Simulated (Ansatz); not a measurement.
The same calculation of C5H8Se, SMILES C=CC(=C)[Se]C as a Python script and as an input file (the Ansatz DFT code, driven from Python).

`c5h8se_deck.py`:
```python
'''C5H8Se through the session interface.'''

import logging
import sys

import ansatz as az

logging.basicConfig(stream=sys.stdout, format='%(levelname)s %(message)s')
logger = logging.getLogger('ansatz_job')
logger.setLevel(logging.INFO)

deck = {
    'crystal': {
        'periodic': [False, False, False],
        'atoms': [
            {'symbol': 'C', 'position_ang': [1.8038, 1.0094, 0.6525]},
            {'symbol': 'C', 'position_ang': [1.3869, -0.2505, 0.5394]},
            {'symbol': 'C', 'position_ang': [0.3328, -0.6724, -0.4101]},
            {'symbol': 'C', 'position_ang': [-0.0383, -1.9506, -0.4633]},
            {'symbol': 'Se', 'position_ang': [-0.5312, 0.5805, -1.5998]},
            {'symbol': 'C', 'position_ang': [-1.8974, 0.985, -0.2736]},
            {'symbol': 'H', 'position_ang': [1.3922, 1.8077, 0.051]},
            {'symbol': 'H', 'position_ang': [2.5784, 1.2561, 1.367]},
            {'symbol': 'H', 'position_ang': [1.8461, -0.9958, 1.1789]},
            {'symbol': 'H', 'position_ang': [-0.8072, -2.2702, -1.1547]},
            {'symbol': 'H', 'position_ang': [0.4154, -2.6945, 0.1801]},
            {'symbol': 'H', 'position_ang': [-2.5992, 1.7364, -0.6897]},
            {'symbol': 'H', 'position_ang': [-1.4232, 1.3963, 0.6415]},
            {'symbol': 'H', 'position_ang': [-2.4592, 0.0625, -0.0192]},
        ],
    },
    'basis': {'gaussian': {'orbitals': 'def2-SVP'}},
    'hamiltonian': {'xc': 'r2scan'},
    'accuracy': 'medium',
    'scf': {'lower_state_search': 'off'},
}
session = az.Session.from_dict(deck)
rep = session.plan(threads=1).execute().report

for key in ('converged', 'free_energy_ev', 'reference_energy_ev', 'n_frozen', 'n_occupied', 'n_virtual'):
    logger.info(f'{key:22s} {rep[key]}')
symbols = ['C', 'C', 'C', 'C', 'Se', 'C', 'H', 'H', 'H', 'H', 'H', 'H', 'H', 'H']
field = rep['mean_field']
print('<S^2> =', round(abs(field['state']['spin_squared']), 4), ' all-electron relativity setting:', field['relativity'])
print('passes:', field['passes'])
if 'symmetry' in field:
    print('occupied orbitals by irrep:', field['symmetry']['occupied'])
```

```console
$ python c5h8se_deck.py
INFO converged              True
INFO free_energy_ev         -70648.34166802224
INFO reference_energy_ev    -70648.34166802224
INFO n_frozen               0
INFO n_occupied             [36, 36]
INFO n_virtual              [106, 106]
<S^2> = 0.0  all-electron relativity setting: none
passes: {'evaluations': 19, 'products': 0}
occupied orbitals by irrep: [{'A': 36}, {'A': 36}]
```

`input.yaml`:
```yaml
crystal:
  periodic: [false, false, false]
  atoms:
    - { symbol: C, position_ang: [1.8038, 1.0094, 0.6525] }
    - { symbol: C, position_ang: [1.3869, -0.2505, 0.5394] }
    - { symbol: C, position_ang: [0.3328, -0.6724, -0.4101] }
    - { symbol: C, position_ang: [-0.0383, -1.9506, -0.4633] }
    - { symbol: Se, position_ang: [-0.5312, 0.5805, -1.5998] }
    - { symbol: C, position_ang: [-1.8974, 0.985, -0.2736] }
    - { symbol: H, position_ang: [1.3922, 1.8077, 0.051] }
    - { symbol: H, position_ang: [2.5784, 1.2561, 1.367] }
    - { symbol: H, position_ang: [1.8461, -0.9958, 1.1789] }
    - { symbol: H, position_ang: [-0.8072, -2.2702, -1.1547] }
    - { symbol: H, position_ang: [0.4154, -2.6945, 0.1801] }
    - { symbol: H, position_ang: [-2.5992, 1.7364, -0.6897] }
    - { symbol: H, position_ang: [-1.4232, 1.3963, 0.6415] }
    - { symbol: H, position_ang: [-2.4592, 0.0625, -0.0192] }
basis:
  gaussian: { orbitals: def2-SVP }
hamiltonian:
  xc: r2scan
accuracy: medium
scf:
  lower_state_search: "off"
```

Launched from the shell:
```console
$ ansatz run input.yaml --threads 1 --pin off --max-ram 4096MiB --backend cpu --events-out ev --progress --plain --runs-dir out
Engine: ansatz 0.2.0, aarch64-unknown-linux-gnu
Functional definition: r2SCAN
  parameter k0 = 0.174
  parameter k1 = 0.065
  parameter a1 = 4.9479
  exchange = r2scan_x(k0 = k0, k1 = k1, a1 = a1)
  correlation = r2scan_c
these checks for a lower state are left out or cut short: stability, starts, cluster_reference, orbital_swaps, neighbouring_geometries, increment
1600 factors; their error is unknown
mean field evaluation 1: about -70637.0158 eV, gradient 6.6e1 eV
mean field evaluation 2: about -70626.8837 eV, gradient 8.8e1 eV
mean field evaluation 4: about -70648.3460 eV, gradient 7.5e0 eV
mean field evaluation 8: about -70648.4939 eV, gradient 3.6e-1 eV
mean field evaluation 16: about -70648.3417 eV, gradient 4.7e-4 eV
mean field -70648.34165735 eV, -2596.2786687416 hartree, gradient 7.3e-6 eV, S^2 0.000000; 0 other end points of the search recorded, 0 dependent functions left out
reference -70648.34166802 eV, -2596.2786691339 hartree; 36, 36 occupied and 106, 106 virtual orbitals, 1600 factors
Total energy: -70648.34166802 eV, -2596.2786691339 hartree
Checks for a lower state left out: stability, starts, cluster_reference, orbital_swaps, neighbouring_geometries, increment
```

Notes:
- These settings explore the input space; basis and method may be short of convergence.
- The geometry is a force-field or estimated start, not a minimum of this method, and the basis set is short of its limit.
- Timing: 6.9 s on 1 thread of Arm Neoverse V2 (shared host), peak memory 0.23 GiB.

(Lines on the test bed's own set-up are left out of the output.)
